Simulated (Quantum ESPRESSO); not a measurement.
Runs of Quantum ESPRESSO 7.5 on Hf. The cell holds a slab with vacuum, 7 atoms: a = 3.197 Å, b = 3.197 Å, c = 30.173 Å, α = 90.00°, β = 90.00°, γ = 120.00°. The slab is cut from a database's or a generator's crystal, which needn't be the stable form of the element.

```csv
smearing,gap on the mesh (eV),largest force (eV/Å),work function (eV)
fermi-dirac 0.1 eV,none,(a),4.36
fermi-dirac 0.2 eV,none,0.61,4.33
fermi-dirac 0.05 eV,none,0.76,4.38
fermi-dirac 0.01 eV,none,0.77,4.36
fermi-dirac 0.025 eV,none,0.77,4.38
```

Alike in all rows: task work function; level PBE; potentials or basis PseudoDojo 0.4.1 SR PBE standard; no spin polarisation; cell as given; k mesh 10 × 10 × 1; cutoff (eV) 789.

Q: Estimate the missing entries.

A: (a) 0.71.

A k mesh can miss the band edges, and the runs leave out spin-orbit coupling on Hf.

A gap of «none» marks a metal or a gap under the smearing width.
